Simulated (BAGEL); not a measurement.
# BGeSiH4F (SMILES F[SiH]1[BH][GeH2]1): a chain of runs

Wanted: a single-point energy (HF/6-31G*), then a single-point energy (NEVPT2(2,2)/6-31G*), then a single-point energy (CASPT2(2,2)/6-31G*) of BGeSiH4F. 

The calculation is run with BAGEL 1.2.2.

2 further runs of the same task are left out: 2 set aside as unsound or not needed.

## Step 1: The system as given

The species is BGeSiH4F (8 atoms), meant as a singlet with charge 0. SMILES: `F[SiH]1[BH][GeH2]1`. The B3–H6 distance was set to 1.899 Å, away from the relaxed value. At this shape a bond of the SMILES string is far longer than usual.

Bond lengths: F1–Si2 1.593 Å, Si2–B3 1.853 Å, B3–Ge4 1.921 Å, Si2–H5 1.480 Å, Ge4–H7 1.537 Å, Ge4–H8 1.538 Å. Angles: F1–Si2–B3 128.9°, Si2–B3–Ge4 100.3°, F1–Si2–H5 105.5°, B3–Si2–H5 125.6°, B3–Ge4–H7 123.7°, B3–Ge4–H8 127.8°, H7–Ge4–H8 108.5°. A long bond or contact: B3–H6 1.899 Å.

## Step 2: A single-point energy at HF/6-31G(d) (density fitting with svp-jkfit, spherical functions) (run 1)

input.json

```json
{ "bagel" : [

{
  "title" : "molecule",
  "basis" : "6-31gs.json",
  "df_basis" : "svp-jkfit",
  "geometry" : [
    { "atom" : "F", "xyz" : [    -4.85774698,    -0.80053901,     3.08270456 ] },
    { "atom" : "Si", "xyz" : [    -1.93245094,    -0.90466292,     2.37783671 ] },
    { "atom" : "B", "xyz" : [    -0.31843586,     0.27036879,    -0.49983823 ] },
    { "atom" : "Ge", "xyz" : [     3.11538548,    -0.62158194,     0.27249284 ] },
    { "atom" : "H", "xyz" : [    -0.68863321,    -2.16775586,     4.54157313 ] },
    { "atom" : "H", "xyz" : [    -1.48551371,     1.91637126,    -3.46651360 ] },
    { "atom" : "H", "xyz" : [     3.92116470,    -1.95686242,     2.72346762 ] },
    { "atom" : "H", "xyz" : [     5.48377923,    -0.16407925,    -1.35002601 ] }
  ]
},

{ "title" : "hf" },

{ "title" : "print", "file" : "orbitals.molden", "orbitals" : "true" }

]}
```

The basis set 6-31G* is read from a file made from the Basis Set Exchange's data (not shown).

Run with:

```
BAGEL_NUM_THREADS=1 BAGEL input.json > input.out
```

Standard output:

```text
* using 1 threads per process

  ===============================================================
  ===============================================================

  *** Geometry ***

  { "atom" : "F", "xyz" : [     -4.857747,     -0.800539,      3.082705 ] },
  { "atom" : "Si", "xyz" : [     -1.932451,     -0.904663,      2.377837 ] },
  { "atom" : "B", "xyz" : [     -0.318436,      0.270369,     -0.499838 ] },
  { "atom" : "Ge", "xyz" : [      3.115385,     -0.621582,      0.272493 ] },
  { "atom" : "H", "xyz" : [     -0.688633,     -2.167756,      4.541573 ] },
  { "atom" : "H", "xyz" : [     -1.485514,      1.916371,     -3.466514 ] },
  { "atom" : "H", "xyz" : [      3.921165,     -1.956862,      2.723468 ] },
  { "atom" : "H", "xyz" : [      5.483779,     -0.164079,     -1.350026 ] },

  Number of auxiliary basis functions:      618

  Since a DF basis is specified, we compute 2- and 3-index integrals:
    o Being stored without compression. Storage requirement is 0.037 GB

  Number of basis functions:       86
  Number of electrons      :       64

    * METHOD: MOLECULE                             0.37

  *** RHF ***

  === Nuclear Repulsion ===
   282.7784481974

      * DIIS with orbital gradients will be used.

  === RHF iteration (6-31gs.json) ===
      0      -2490.15171602          0.01523777           0.11
      1      -2490.26111208          0.00926600           0.10
      2      -2490.30849063          0.00137939           0.10
      3      -2490.31051340          0.00039940           0.10
      4      -2490.31064478          0.00009518           0.10
      5      -2490.31065854          0.00003623           0.10
      6      -2490.31066097          0.00001681           0.10
      7      -2490.31066168          0.00000586           0.10
      8      -2490.31066176          0.00000216           0.11
      9      -2490.31066176          0.00000088           0.10
     10      -2490.31066176          0.00000035           0.10
     11      -2490.31066176          0.00000017           0.10
     12      -2490.31066176          0.00000005           0.10
     13      -2490.31066176          0.00000003           0.10
     14      -2490.31066176          0.00000001           0.10
     15      -2490.31066176          0.00000000           0.10
    * SCF iteration converged.

    * Permanent dipole moment:
           (   -0.829825,     0.512030,    -0.780604) a.u.

    * METHOD: HF                                   1.92

    * METHOD: PRINT                                0.01

  ===============================================================
```

Wall time 2.5 s (1 thread of Arm Neoverse V2, shared host); peak memory 0.17 GiB.

## Step 3: A single-point energy at NEVPT2(2,2)/6-31G(d) (density fitting with svp-jkfit, spherical functions) (run 2)

input.json

```json
{ "bagel" : [

{
  "title" : "molecule",
  "basis" : "6-31gs.json",
  "df_basis" : "svp-jkfit",
  "angstrom" : false,
  "geometry" : [
    { "atom" : "F", "xyz" : [ -4.85774698, -0.80053901,  3.08270456 ] },
    { "atom" : "Si", "xyz" : [ -1.93245094, -0.90466292,  2.37783671 ] },
    { "atom" : "B", "xyz" : [ -0.31843586,  0.27036879, -0.49983823 ] },
    { "atom" : "Ge", "xyz" : [  3.11538548, -0.62158194,  0.27249284 ] },
    { "atom" : "H", "xyz" : [ -0.68863321, -2.16775586,  4.54157313 ] },
    { "atom" : "H", "xyz" : [ -1.48551371,  1.91637126, -3.46651360 ] },
    { "atom" : "H", "xyz" : [  3.92116470, -1.95686242,  2.72346762 ] },
    { "atom" : "H", "xyz" : [  5.48377923, -0.16407925, -1.35002601 ] }
  ]
},
{
  "title" : "hf"
},
{
  "title" : "nevpt2",
  "nstate" : 1,
  "nact" : 2,
  "nclosed" : 31,
  "active" : [31, 34],
  "maxiter" : 200,
  "natocc" : true,
  "ncore" : 16
},
{
  "title" : "print",
  "file" : "orbitals.molden",
  "orbitals" : true
}

]}
```

The basis set 6-31G* is read from a file made from the Basis Set Exchange's data (not shown).

Run with:

```
BAGEL_NUM_THREADS=1 BAGEL input.json > input.out
```

Standard output:

```text
* using 1 threads per process

  ===============================================================
  ===============================================================

  *** Geometry ***

  { "atom" : "F", "xyz" : [     -4.857747,     -0.800539,      3.082705 ] },
  { "atom" : "Si", "xyz" : [     -1.932451,     -0.904663,      2.377837 ] },
  { "atom" : "B", "xyz" : [     -0.318436,      0.270369,     -0.499838 ] },
  { "atom" : "Ge", "xyz" : [      3.115385,     -0.621582,      0.272493 ] },
  { "atom" : "H", "xyz" : [     -0.688633,     -2.167756,      4.541573 ] },
  { "atom" : "H", "xyz" : [     -1.485514,      1.916371,     -3.466514 ] },
  { "atom" : "H", "xyz" : [      3.921165,     -1.956862,      2.723468 ] },
  { "atom" : "H", "xyz" : [      5.483779,     -0.164079,     -1.350026 ] },

  Number of auxiliary basis functions:      618

  Since a DF basis is specified, we compute 2- and 3-index integrals:
    o Being stored without compression. Storage requirement is 0.037 GB

  Number of basis functions:       86
  Number of electrons      :       64

    * METHOD: MOLECULE                             0.37

  *** RHF ***

  === Nuclear Repulsion ===
   282.7784481974

      * DIIS with orbital gradients will be used.

  === RHF iteration (6-31gs.json) ===
      0      -2490.15171602          0.01523777           0.11
      1      -2490.26111208          0.00926600           0.10
      2      -2490.30849063          0.00137939           0.10
      3      -2490.31051340          0.00039940           0.10
      4      -2490.31064478          0.00009518           0.10
      5      -2490.31065854          0.00003623           0.10
      6      -2490.31066097          0.00001681           0.10
      7      -2490.31066168          0.00000586           0.10
      8      -2490.31066176          0.00000216           0.10
      9      -2490.31066176          0.00000088           0.10
     10      -2490.31066176          0.00000035           0.10
     11      -2490.31066176          0.00000017           0.10
     12      -2490.31066176          0.00000005           0.10
     13      -2490.31066176          0.00000003           0.10
     14      -2490.31066176          0.00000001           0.10
     15      -2490.31066176          0.00000000           0.10
    * SCF iteration converged.

    * Permanent dipole moment:
           (   -0.829825,     0.512030,    -0.780604) a.u.

    * METHOD: HF                                   1.92

    * freezing 16 orbitals
  ---------------------------
      CASSCF calculation
  ---------------------------

    ==== Active orbitals : =====
         Orbital 31
         Orbital 34
    ============================

    * nstate   :      1
    * nclosed  :     31
    * nact     :      2
    * nvirt    :     53
  === CASSCF iteration (6-31gs.json) ===

    * Using the second-order algorithm

      0  0     -2490.31917574     1.25e-03      0.03

      1  0     -2490.33676377     1.46e-03      0.49

      2  0     -2490.34420064     5.78e-04      0.50

      3  0     -2490.34461143     1.64e-04      0.54

      4  0     -2490.34462763     4.25e-05      0.53

      5  0     -2490.34462840     1.06e-05      0.54

      6  0     -2490.34462844     2.59e-06      0.53

      7  0     -2490.34462844     6.30e-07      0.54

      8  0     -2490.34462844     1.52e-07      0.50

      9  0     -2490.34462844     3.67e-08      0.49

     10  0     -2490.34462844     8.85e-09      0.44

    * Second-order optimization converged. *

     guess   0:   closed 1.                   open ..

  === FCI iteration ===

      0  0     -2490.30925289     7.38e-02      0.00
      1  0     -2490.34460793     1.54e-03      0.00
      2  0 *   -2490.34462844     1.39e-16      0.00

     * ci vector, state   0, <S^2> = 0.0000
       2.     0.9724628851
       .2    -0.2330577978

  === DF-NEVPT2 calculation ===

    * 3-index integral transformation done
    * assembly done

      NEVPT2 correlation energy:   -0.5713504973      0.16

          (+0)     -0.5359851915
          (+0)'    -0.0088765861
          (+1)     -0.0055056385
          (+1)'    -0.0000000000
          (+2)     -0.0001858128
          (-1)     -0.0186577177
          (-1)'     0.0000000000
          (-2)     -0.0021395506

      NEVPT2 total energy:       -2490.9159789421

    * METHOD: NEVPT2                               5.70

    * METHOD: PRINT                                0.01

  ===============================================================
```

Run time: 8.4 s. Hardware: 1 thread of Arm Neoverse V2, shared host; peak memory 0.17 GiB.

## Step 4: A single-point energy at CASPT2(2,2)/6-31G(d) (density fitting with svp-jkfit, spherical functions) (run 3)

job.json

```json
{ "bagel": [

{
  "title": "molecule",
  "basis": "6-31gs.json",
  "df_basis": "svp-jkfit",
  "geometry": [
    { "atom": "F", "xyz": [    -4.85774698,    -0.80053901,     3.08270456 ] },
    { "atom": "Si", "xyz": [    -1.93245094,    -0.90466292,     2.37783671 ] },
    { "atom": "B", "xyz": [    -0.31843586,     0.27036879,    -0.49983823 ] },
    { "atom": "Ge", "xyz": [     3.11538548,    -0.62158194,     0.27249284 ] },
    { "atom": "H", "xyz": [    -0.68863321,    -2.16775586,     4.54157313 ] },
    { "atom": "H", "xyz": [    -1.48551371,     1.91637126,    -3.46651360 ] },
    { "atom": "H", "xyz": [     3.92116470,    -1.95686242,     2.72346762 ] },
    { "atom": "H", "xyz": [     5.48377923,    -0.16407925,    -1.35002601 ] }
  ]
},

{ "title": "hf" },

{ "title": "casscf", "nstate": 1, "nact": 2, "nclosed": 31, "active": [31, 34], "maxiter": 200, "natocc": true },

{ "title": "print", "file": "orbitals.molden", "orbitals": true },

{ "title": "smith", "method": "caspt2", "ms": true, "xms": true, "sssr": true, "shift": 0.2, "shift_imag": true, "ncore": 16 }

]}
```

The basis set 6-31G* is read from a file made from the Basis Set Exchange's data (not shown).

Run with:

```
BAGEL_NUM_THREADS=1 BAGEL job.json > job.out
```

Standard output:

```text
* using 1 threads per process

  ===============================================================
  ===============================================================

  *** Geometry ***

  { "atom" : "F", "xyz" : [     -4.857747,     -0.800539,      3.082705 ] },
  { "atom" : "Si", "xyz" : [     -1.932451,     -0.904663,      2.377837 ] },
  { "atom" : "B", "xyz" : [     -0.318436,      0.270369,     -0.499838 ] },
  { "atom" : "Ge", "xyz" : [      3.115385,     -0.621582,      0.272493 ] },
  { "atom" : "H", "xyz" : [     -0.688633,     -2.167756,      4.541573 ] },
  { "atom" : "H", "xyz" : [     -1.485514,      1.916371,     -3.466514 ] },
  { "atom" : "H", "xyz" : [      3.921165,     -1.956862,      2.723468 ] },
  { "atom" : "H", "xyz" : [      5.483779,     -0.164079,     -1.350026 ] },

  Number of auxiliary basis functions:      618

  Since a DF basis is specified, we compute 2- and 3-index integrals:
    o Being stored without compression. Storage requirement is 0.037 GB

  Number of basis functions:       86
  Number of electrons      :       64

    * METHOD: MOLECULE                             0.37

  *** RHF ***

  === Nuclear Repulsion ===
   282.7784481974

      * DIIS with orbital gradients will be used.

  === RHF iteration (6-31gs.json) ===
      0      -2490.15171602          0.01523777           0.11
      1      -2490.26111208          0.00926600           0.10
      2      -2490.30849063          0.00137939           0.10
      3      -2490.31051340          0.00039940           0.10
      4      -2490.31064478          0.00009518           0.10
      5      -2490.31065854          0.00003623           0.10
      6      -2490.31066097          0.00001681           0.10
      7      -2490.31066168          0.00000586           0.10
      8      -2490.31066176          0.00000216           0.10
      9      -2490.31066176          0.00000088           0.10
     10      -2490.31066176          0.00000035           0.10
     11      -2490.31066176          0.00000017           0.10
     12      -2490.31066176          0.00000005           0.10
     13      -2490.31066176          0.00000003           0.10
     14      -2490.31066176          0.00000001           0.10
     15      -2490.31066176          0.00000000           0.10
    * SCF iteration converged.

    * Permanent dipole moment:
           (   -0.829825,     0.512030,    -0.780604) a.u.

    * METHOD: HF                                   1.91

  ---------------------------
      CASSCF calculation
  ---------------------------

    ==== Active orbitals : =====
         Orbital 31
         Orbital 34
    ============================

    * nstate   :      1
    * nclosed  :     31
    * nact     :      2
    * nvirt    :     53
  === CASSCF iteration (6-31gs.json) ===

    * Using the second-order algorithm

      0  0     -2490.31917574     1.25e-03      0.03

      1  0     -2490.33676377     1.46e-03      0.49

      2  0     -2490.34420064     5.78e-04      0.49

      3  0     -2490.34461143     1.64e-04      0.54

      4  0     -2490.34462763     4.25e-05      0.52

      5  0     -2490.34462840     1.06e-05      0.54

      6  0     -2490.34462844     2.59e-06      0.52

      7  0     -2490.34462844     6.30e-07      0.54

      8  0     -2490.34462844     1.52e-07      0.49

      9  0     -2490.34462844     3.67e-08      0.48

     10  0     -2490.34462844     8.85e-09      0.44

    * Second-order optimization converged. *

     guess   0:   closed 1.                   open ..

  === FCI iteration ===

      0  0     -2490.30925289     7.38e-02      0.00
      1  0     -2490.34460793     1.54e-03      0.00
      2  0 *   -2490.34462844     1.39e-16      0.00

     * ci vector, state   0, <S^2> = 0.0000
       2.     0.9724628851
       .2    -0.2330577978

    * METHOD: CASSCF                               5.33

    * METHOD: PRINT                                0.01

  === SMITH program ===

    * freezing 16 orbitals

    * Approximate memory requirement for SMITH calulation per MPI process:
      o Storage requirement for T-amplitude, lambda, and residual is 0.02 GB
      o Storage requirement for MO integrals is 0.01 GB
    * Calculating and saving rdm4f

    * Zeroth order energy : state  0       -0.6792029270

    * CASPT2 iteration is performed using orthogonal basis

      -------------------------------------------  CASPT2 iteration  ---------------------------------------------------
       #      aibj      arbs      arbi      airj      risj      airs      arst      rist         Etot      error   time
      ------------------------------------------------------------------------------------------------------------------

       0  -0.53328  -0.00270  -0.01934  -0.00621  -0.00031  -0.00777  -0.00000  -0.00000   -0.5696047  0.0008285   0.08
       1  -0.53340  -0.00271  -0.01940  -0.00632  -0.00033  -0.00795  -0.00000  -0.00000   -0.5701096  0.0001416   0.07
       2  -0.53341  -0.00271  -0.01940  -0.00632  -0.00033  -0.00795  -0.00000  -0.00000   -0.5701254  0.0000240   0.07
       3  -0.53341  -0.00271  -0.01940  -0.00632  -0.00033  -0.00795   0.00000   0.00000   -0.5701258  0.0000043   0.07
       4  -0.53341  -0.00271  -0.01940  -0.00632  -0.00033  -0.00795   0.00000  -0.00000   -0.5701258  0.0000008   0.08

      ------------------------------------------------------------------------------------------------------------------

    * CASPT2 energy : state  0    -2490.9187139297
        w/o shift correction      -2490.9147542310
        reference weight              0.8432354915

    * METHOD: SMITH                                0.65

  ===============================================================
```

It took 8.7 s on 1 thread of Arm Neoverse V2, shared host; peak memory 0.22 GiB.

## Step 5: Results

| quantity | value |
| --- | --- |
| run 1, HF/6-31G*: total energy | -2490.31066 Eh |
| run 1, HF/6-31G*: dipole moment | 3.17 D |
| run 1, HF/6-31G*: HOMO energy | -8.04 eV |
| run 1, HF/6-31G*: LUMO energy | 0.25 eV |
| run 1, HF/6-31G*: HOMO–LUMO gap | 8.29 eV |
| run 2, NEVPT2(2,2)/6-31G*: total energy | -2490.91598 Eh |
| run 3, CASPT2(2,2)/6-31G*: total energy | -2490.91871 Eh |
